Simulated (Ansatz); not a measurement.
# CH2BFN: the cost of one run

Computed with Ansatz 0.2.0, Gaussian basis. Level: PBE0-D4/STO-3G.

## (1) Starting geometry

SMILES `[CH+]=NBF`, 6 atoms, charge 1, spin multiplicity 1.

Atoms are counted from 1 here; the program's logs count them from 0.

Bond lengths: C1–N2 1.141 Å, C1–H5 1.072 Å, N2–B3 1.476 Å, B3–F4 1.270 Å, B3–H6 1.168 Å. Angles: N2–C1–H5 179.9°, C1–N2–B3 176.1°, N2–B3–F4 115.3°, N2–B3–H6 118.5°, F4–B3–H6 126.2°.

Coordinates:

```
C     0.3425    0.9169   -1.1403
N     0.0699    0.2001   -0.2959
B    -0.2399   -0.6623    0.8610
F    -0.8898   -1.7196    0.5909
H     0.5976    1.5891   -1.9357
H     0.1196   -0.3241    1.9200
```

## (2) The run

The input, md/in.yaml:

```yaml
crystal:
  periodic: [false, false, false]
  atoms:
    - {symbol: C, position_ang: [0.342530, 0.916880, -1.140280]}
    - {symbol: N, position_ang: [0.069950, 0.200080, -0.295920]}
    - {symbol: B, position_ang: [-0.239880, -0.662350, 0.861010]}
    - {symbol: F, position_ang: [-0.889840, -1.719570, 0.590900]}
    - {symbol: H, position_ang: [0.597630, 1.589070, -1.935650]}
    - {symbol: H, position_ang: [0.119610, -0.324110, 1.919950]}
basis:
  gaussian: {orbitals: STO-3G}
total_charge: 1
hamiltonian: {xc: pbe0, dispersion: d4}
md: {n_steps: 60, timestep: 0.5, temperature: 1000, ensemble: nve, seed: 821, initial_velocities: maxwell_boltzmann}
```

On the command line:

```bash
ansatz run in.yaml --threads 1 --pin off --events-out ev --progress --plain --max-ram 4352MiB
```

**Question.** How long does this run take on 1 thread of Intel Xeon at 2.30GHz, shared host?

About 29 s.
